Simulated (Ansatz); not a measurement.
# TiSi2: the cost of one run

Program: Ansatz 0.2.0. Level of theory: DFT, PBE, plane-wave PAW, default files, scalar-relativistic. These are calculated values, not measurements.

**1. The system as given**

The structure is orthorhombic, space group Fddd (No. 70). Conventional cell: a = 4.773 Å, b = 8.236 Å, c = 8.523 Å, α = 90.00°, β = 90.00°, γ = 90.00°. Around Ti (site symmetry 222) lie 10 Si at 2.54 to 2.75 Å. Si (site symmetry 2) has 5 Ti at 2.54 to 2.75 Å and 5 Si at 2.54 to 2.75 Å as nearest neighbours.

As a file:

```cif
data_structure
_symmetry_space_group_name_H-M 'P 1'
_symmetry_Int_Tables_number 1
_cell_length_a 5.9261
_cell_length_b 4.8842
_cell_length_c 4.7595
_cell_angle_alpha 75.818
_cell_angle_beta 53.042
_cell_angle_gamma 51.140
_cell_volume 83.76
loop_
_atom_site_label
_atom_site_type_symbol
_atom_site_fract_x
_atom_site_fract_y
_atom_site_fract_z
_atom_site_occupancy
Ti1 Ti 0.75000 0.75000 0.75000 1
Ti2 Ti 0.50000 0.50000 0.50000 1
Si1 Si 0.08300 0.41700 0.08300 1
Si2 Si 0.41700 0.08300 0.41700 1
Si3 Si 0.16700 0.83300 0.16700 1
Si4 Si 0.83300 0.16700 0.83300 1
```

The earlier run gave: no gap over 0.1 eV on the mesh, largest force 0.198 eV/Å, pressure 2.3 GPa.

Site by site (atoms counted from 1):

| site | atoms | first shell | V_zz (10²¹ V/m²) | η | C_Q (MHz) |
| --- | --- | --- | --- | --- | --- |
| Ti | 1, 2 | 10 Si at 2.54–2.75 Å | 1.21 | 0.47 | 7.24 (⁴⁹Ti) |
| Si | 3, 4, 5, 6 | 5 Ti at 2.54–2.75 Å, 2 Si at 2.54 Å; also 3 Si at 2.75 Å | -3.43 | 0.25 | – |

Conventions: |V_zz| ≥ |V_yy| ≥ |V_xx|, η = (V_xx − V_yy)/V_zz, C_Q = eQV_zz/h. Q values from Pyykkö, Mol. Phys. 116, 1328 (2018). A dash under C_Q marks elements without a common quadrupolar isotope.

**2. Z stretched by -3 %, ions relaxed**

Input file input.yaml:

```yaml
crystal:
  lattice:
    - [0.0, 4.118, 4.133655]
    - [2.3865, 0.0, 4.133655]
    - [2.3865, 4.118, 0.0]
  atoms:
    - { symbol: Ti, position: [0.75, 0.75, 0.75] }
    - { symbol: Ti, position: [0.5, 0.5, 0.5] }
    - { symbol: Si, position: [0.0868558212, 0.4131441788, 0.0868558212] }
    - { symbol: Si, position: [0.4131441788, 0.0868558212, 0.4131441788] }
    - { symbol: Si, position: [0.1631441788, 0.8368558212, 0.1631441788] }
    - { symbol: Si, position: [0.8368558212, 0.1631441788, 0.8368558212] }
kpoints:
  mp_grid: { grid: [13, 13, 13] }
scf:
  occupations: { method: fermi_dirac, width: 0.05 }
hamiltonian:
  xc: pbe
  pseudopotentials: { kind: paw }
output:
  forces: true
  stress: true
  populations: true
  efg: { quadrupole_moments_barn: { Ti: 0.247 }, contact_densities: true }
relax:
  f_tol: 0.02
  max_steps: 60
```

Launch:

```console
$ ansatz run input.yaml --threads 1 --pin off --max-ram 3072MiB --backend cpu --events-out ev --progress --plain --runs-dir out
```

What time and memory should one allow on 1 thread of Intel Xeon Platinum 8488C (Sapphire Rapids), shared host?

About 1.8 min, with a peak of 0.99 GiB.
